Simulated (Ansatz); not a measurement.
GaSb3:

```
Sb Ga
1.0
     0.00000    3.73060    3.73060
     3.73060    0.00000    3.73060
     3.73060    3.73060    0.00000
Sb Ga
3 1
Direct
  0.50000 0.50000 0.50000
  0.75000 0.75000 0.75000
  0.25000 0.25000 0.25000
  0.00000 0.00000 0.00000
```

The cell comes from a database or a generator and needn't be the stable form of this composition.

Base run:

| Item | Value |
| --- | --- |
| Program | Ansatz 0.2.0 |
| Functional | LDA |
| Potentials or basis | Ansatz PAW |
| Cutoff | 420 eV |
| Density cutoff | 1680 eV |
| k mesh | 6 × 6 × 6 |
| Occupations | fermi-dirac, width 0.05 eV |
| Spin | no spin polarisation |

Its results: band gap on the k mesh none (metal or under the smearing width); pressure -4.5 GPa.

Q: After a change of settings the same cell gave: band gap on the k mesh none (metal or under the smearing width); pressure -1.5 GPa. Which change was it?
A. functional from LDA to PBEsol; spin from no spin polarisation to spin-orbit coupling, no magnetisation; potential files from those of the base run to others of the same set
B. functional from LDA to PBEsol
C. functional from LDA to r2SCAN; cutoff from 420 eV to 500 eV; density cutoff from 1680 eV to 2000 eV
D. functional from LDA to PBE

A: C.

Caveats: the PAW data sets come from PBE, with cores solved anew for the run's functional, which leaves a small shift of forces and pressure.

Not every run made on this cell is shown here.
